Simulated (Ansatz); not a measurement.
# Zr12H: the cost of one run

Program: Ansatz 0.2.0. Level of theory: DFT PBEsol, plane waves, PAW, scalar-relativistic, no spin polarisation. These are calculated values, not measurements.

### Step 1. The starting structure

The cell holds 13 atoms (HZr12): a = 6.460 Å, b = 9.690 Å, c = 5.145 Å, α = 90.00°, β = 90.00°, γ = 120.00°.

Coordinates:

```cif
data_structure
_symmetry_space_group_name_H-M 'P 1'
_symmetry_Int_Tables_number 1
_cell_length_a 6.4600
_cell_length_b 9.6900
_cell_length_c 5.1454
_cell_angle_alpha 90.000
_cell_angle_beta 90.000
_cell_angle_gamma 120.000
_cell_volume 278.94
loop_
_atom_site_label
_atom_site_type_symbol
_atom_site_fract_x
_atom_site_fract_y
_atom_site_fract_z
_atom_site_occupancy
Zr1 Zr 0.00000 0.00000 0.00000 1
Zr2 Zr 0.16667 0.22222 0.50000 1
Zr3 Zr 0.00000 0.33333 0.00000 1
Zr4 Zr 0.16667 0.55556 0.50000 1
Zr5 Zr 0.00000 0.66667 0.00000 1
Zr6 Zr 0.16667 0.88889 0.50000 1
Zr7 Zr 0.50000 0.00000 0.00000 1
Zr8 Zr 0.66667 0.22222 0.50000 1
Zr9 Zr 0.50000 0.33333 0.00000 1
Zr10 Zr 0.66667 0.55556 0.50000 1
Zr11 Zr 0.50000 0.66667 0.00000 1
Zr12 Zr 0.66667 0.88889 0.50000 1
H1 H 0.49721 0.67192 0.63084 1
```

### Step 2. Relaxing end A

Input file input.yaml:

```yaml
crystal:
  lattice:
    - [6.46, 0.0, 0.0]
    - [-4.845, 8.391786, 0.0]
    - [0.0, 0.0, 5.14539]
  atoms:
    - { symbol: Zr, position: [0.0, 0.0, 0.0] }
    - { symbol: Zr, position: [0.1666667, 0.2222222, 0.5] }
    - { symbol: Zr, position: [0.0, 0.3333333, 0.0] }
    - { symbol: Zr, position: [0.1666667, 0.5555556, 0.5] }
    - { symbol: Zr, position: [0.0, 0.6666667, 0.0] }
    - { symbol: Zr, position: [0.1666667, 0.8888889, 0.5] }
    - { symbol: Zr, position: [0.5, 0.0, 0.0] }
    - { symbol: Zr, position: [0.6666667, 0.2222222, 0.5] }
    - { symbol: Zr, position: [0.5, 0.3333333, 0.0] }
    - { symbol: Zr, position: [0.6666667, 0.5555556, 0.5] }
    - { symbol: Zr, position: [0.5, 0.6666667, 0.0] }
    - { symbol: Zr, position: [0.6666667, 0.8888889, 0.5] }
    - { symbol: H, position: [0.4972121, 0.6719193, 0.6308412] }
basis:
  ecutwfc: 420.0
kpoints:
  mp_grid: { grid: [4, 3, 4] }
hamiltonian:
  xc: pbesol
scf:
  occupations: { method: gaussian, width: 0.1 }
  lower_state_search: "off"
relax:
  f_tol: 0.03
  max_steps: 60
  adjacent_minimum: "off"
output:
  write_density: true
  write_potential: true
  elf: true
  volumetric_format: npy
```

Run with:

```bash
ansatz run input.yaml --threads 4 --pin off --max-ram 10240MiB --backend cpu --events-out ev --progress --plain --runs-dir out
```

**Question.** How long does this run take on 4 threads of Intel Xeon Platinum 8259CL at 2.50GHz (Skylake/Cascade Lake), shared host, and how much memory does it need?

About 73 s, with a peak of 1.3 GiB.
